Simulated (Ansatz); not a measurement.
Crystal: Ir4W.

```
CELL_PARAMETERS angstrom
1.37784 0.79550 11.31056
-1.37784 0.79550 11.31056
0.00000 -1.59099 11.31056
ATOMIC_POSITIONS crystal
Ir 0.39967 0.39967 0.39967
Ir 0.80081 0.80081 0.80081
Ir 0.19919 0.19919 0.19919
Ir 0.60033 0.60033 0.60033
W 0.00000 0.00000 0.00000
```

The cell comes from a database or a generator and needn't be the stable form of this composition.

Base run:

```yaml
Program: Ansatz 0.2.0
Functional: BLYP
Potentials_or_basis: Ansatz PAW
Cutoff: "420 eV (not typed: the program's choice for these potentials)"
k_mesh: 11 × 11 × 11
Occupations: fermi-dirac, width 0.05 eV
Spin: no spin polarisation
```

Its results: band gap on the k mesh none (metal or under the smearing width); pressure 13.6 GPa; largest force 0.092 eV/Å.

After a change of settings the same cell gave: band gap on the k mesh none (metal or under the smearing width); pressure -17.4 GPa; largest force 0.060 eV/Å. Which change was it?
A. functional from BLYP to LDA
B. functional from BLYP to revPBE
C. functional from BLYP to PBEsol
D. functional from BLYP to PBE

A.

LDA binds more tightly than BLYP, so the same cell stands under less pressure.

Caveats: spin-orbit coupling is left out, which moves the levels of the heavy elements; the PAW data sets come from PBE, with cores solved anew for the run's functional, which leaves a small shift of forces and pressure.
